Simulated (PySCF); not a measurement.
# ErH2O2 (Er(OH)2+): the cost of one run

Method: several levels, as the steps say, no spin–orbit coupling; program: PySCF 2.14.0.

5 further runs of the same task are left out: 1 for a known fault of the program, 2 that didn't finish, 2 set aside as unsound or not needed.

### Step 1. The starting structure

5 atoms, charge 1, spin multiplicity 1.

Bond lengths: Er1–O2 1.947 Å, Er1–O4 1.947 Å, O2–H3 0.971 Å, O4–H5 0.971 Å. Angles: O2–Er1–O4 114.9°, Er1–O2–H3 166.1°, Er1–O4–H5 166.1°.

As a file:

```xyz
5

Er    0.0443   -0.9711    0.0768
O    -0.0033    0.2020    1.6305
H    -0.0353    0.9561    2.2422
O    -0.0033   -0.0568   -1.6420
H    -0.0353    0.5917   -2.3646
```

Formal oxidation states: Er +3. Each metal's 11 4f electrons lie in its core potential, so multiplicities, spins and levels count the valence alone. An earlier session relaxed this geometry at TPSS, Er lcecp-1-SVP with ECP57, O def2-SVP, H def2-SVP (singlet, point group C2v).

At TPSS on the finer grid: E = -189.681455 Eh, HOMO -12.12 eV, LUMO -7.75 eV, Mulliken charge on Er1 +1.31 e, largest force component 0.009 eV/Å. 

Levels to run: HF; BLYP; revPBE; PBE; TPSS, TZVP. Hardware: 2 threads of Arm Neoverse V1, shared host.

### Step 2. HF

File run.py (the lines that set the calculation):

```python
mol = gto.M(atom='''
Er     0.04428    -0.97115     0.07680
O     -0.00331     0.20204     1.63050
H     -0.03529     0.95606     2.24216
O     -0.00331    -0.05675    -1.64199
H     -0.03529     0.59175    -2.36456''',
    basis={'Er': 'lcecp-1-SVP', 'O': 'def2-SVP', 'H': 'def2-SVP'},
    ecp={'Er': 'lcecp-1-SVP'},
    charge=1, spin=0)
mf = scf.RHF(mol)
mf = mf.density_fit()  # fitting sets: Er AutoAux, O def2-universal-JKFIT, H def2-universal-JKFIT
mf.conv_tol = 1e-08; mf.max_cycle = 55
mf.kernel(dm0)  # dm0: the density of the relaxed state
```

Launch:

```sh
$ OMP_NUM_THREADS=2 python run.py
```

**Question.** How long does this run take on 2 threads of Arm Neoverse V1, shared host?

About 1.2 s.
